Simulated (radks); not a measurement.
**Zn⁺ in [Ne] 3s2 3p5 3d10 4s1 4f1: an all-electron calculation**

One table from this session's results is given with a row withheld; the runs are named, their logs left out.

The numbers are computed with radks (a radial shooting solver on a logarithmic mesh, Libxc functionals) version 1 (scalar-relativistic Kohn-Sham, BLYP, spin-polarised, spherical densities, point nucleus; open shells are filled with parallel spins first), except any that are marked as measured or tabulated.

**Starting point**

```
element       : zinc (Z = 30)
charge        : +1
electrons     : 29
configuration : [Ne] 3s2 3p5 3d10 4s1 4f1
```

Outer shells as boxes (Hund's rule):

Zn⁺
```
[Ne] core
3s [↑↓]
3p [↑↓][↑↓][↑ ]
3d [↑↓][↑↓][↑↓][↑↓][↑↓]
4s [↑ ]
4f [↑ ][  ][  ][  ][  ][  ][  ]
```

The first run:

The run's settings:

```text
Z 30
configuration [Ne] 3s2 3p5 3d10 4s1 4f1 4p0 5s0
relativity scalar-relativistic
functional b88,lyp
spin polarised
nucleus point
c 137.035999084
```

Steps of the session up to this table: Self-consistent calculation.

One table of the session follows, with a row left open; its other results are not shown here.

It belongs to the step «Shells». Sizes of the orbitals, from the radial functions (bohr):

| level | <r> | outermost maximum (interpolated) | 90 % within | nodes |
| --- | --- | --- | --- | --- |
| 1s up | 0.05030 | 0.0329 | 0.0899 | 0 |
| 1s down | 0.05030 | 0.0329 | 0.0899 | 0 |
| 2s up | 0.2261 | 0.189 | 0.350 | 1 |
| 2s down | 0.2261 | 0.189 | 0.350 | 1 |
| 2p up | 0.1981 | 0.152 | 0.324 | 0 |
| 2p down | 0.1981 | 0.152 | 0.324 | 0 |
| 3s up | 0.6764 | 0.586 | 1.01 | 2 |
| 3s down | 0.6775 | 0.587 | 1.01 | 2 |
| 3p up | ? | ? | ? | ? |
| 3p down | 0.7064 | 0.590 | 1.09 | 1 |
| 3d up | 0.8263 | 0.557 | 1.41 | 0 |
| 3d down | 0.8297 | 0.558 | 1.42 | 0 |
| 4s up | 2.112 | 1.83 | 3.12 | 3 |
| 4s down | 2.141 | 1.83 | 3.18 | 3 |
| 4p up | 2.530 | 2.16 | 3.77 | 2 |
| 4p down | 2.605 | 2.20 | 3.91 | 2 |
| 5s up | 5.642 | 5.38 | 8.10 | 4 |
| 4f up | 8.676 | 7.74 | 12.4 | 0 |

**Question.** Estimate the row for 3p up.

As computed: <r>: 0.7048; outermost maximum (interpolated): 0.590; 90 % within: 1.09; nodes: 1. In the column «<r>» it lies between 3s down (0.6775) and 3p down (0.7064).
